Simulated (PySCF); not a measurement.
# C4H12Ge (n-Butylgermane): the cost of one run

Computed with PySCF 2.14.0 and routines of our own; the level stands in each step. Atoms count from 0.

### Step 1. The system as given

17 atoms, charge 0, multiplicity 1; geometry from: GFN2-xTB.

### Step 2. Relaxing the molecule at PBE0-D3(BJ)/def2-SVP

What the job is given:

```
{"job": {"xc": "PBE0", "basis": "def2-SVP", "d3": "d3bj", "grid": 1, "maxiter": 30, "shake": 0.01, "kind": "geom"}, "charge": 0, "multiplicity": 1}
C      2.414360     0.478260    -0.045710
C      0.953270     0.324510     0.425630
C      0.243500    -0.841860    -0.268630
C     -1.144760    -1.002560     0.203270
Ge    -2.334560     0.541630    -0.207890
H      2.861290     1.351130     0.448360
H      2.428070     0.682750    -1.122240
H      2.993630    -0.384620     0.154130
H      0.393100     1.250260     0.240230
H      0.945190     0.166730     1.518760
H      0.811440    -1.763680    -0.053430
H      0.281440    -0.673350    -1.334310
H     -1.642200    -1.873480    -0.283790
H     -1.215580    -1.192180     1.288970
H     -2.186680     1.664810     0.775260
H     -2.042270     1.110060    -1.551570
H     -3.775760     0.173430    -0.176860
```

Command:

```
$ OMP_NUM_THREADS=1 python heavy_run.py task.json out
```

One launch serves the whole session: the jobs run in the order shown.

Q: Estimate the wall time and peak memory of this first job on 1 thread of Arm Neoverse V2, shared host.

About 61 s, with a peak of 0.64 GiB.
